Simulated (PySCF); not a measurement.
# CH5N3Si: the cost of one run

Computed with PySCF 2.14.0, with density-fitted response routines of our own, on a single molecule in the gas phase. Atoms count from 0, in the outputs and in this text.

**1. Starting geometry**

10 atoms, charge 0, multiplicity 1; geometry from: PBE0-D3(BJ)/def2-SVP.

Bonds of the start (Å): N0–C1 1.16, C1–Si2 1.88, Si2–N3 1.71, Si2–N4 1.71, Si2–H5 1.49, N3–H6 1.01, N3–H7 1.01, N4–H8 1.01, N4–H9 1.01.

**2. NMR shieldings: HF/pcSseg-2**

What the job is given:

```
{"job": {"kind": "nmr", "xc": "HF", "basis": "pcSseg-2", "pop": false}, "charge": 0, "multiplicity": 1}
N     -0.542259     2.918092    -0.166391
C     -0.318945     1.800709     0.051091
Si     0.090088     0.001142     0.408556
N     -1.319141    -0.801737    -0.140673
N      1.458734    -0.612686    -0.411060
H      0.447382    -0.022893     1.855464
H     -2.215509    -0.329343    -0.136560
H     -1.415328    -1.806308    -0.049183
H      1.484847    -0.660946    -1.423290
H      2.383478    -0.507052    -0.010725
```

With the program's defaults for keys left out, this is: GIAO HF/pcSseg-2 NMR shielding, non-relativistic, gas phase.

Launch:

```
> OMP_NUM_THREADS=1 python probes_run.py task.json out
```

The driver reads the jobs from task.json and runs them one after another.

**Question.** How long does this first job take on 1 thread of Arm Neoverse V1, shared host, and how much memory does it need?

About 26 s, with a peak of 0.92 GiB.
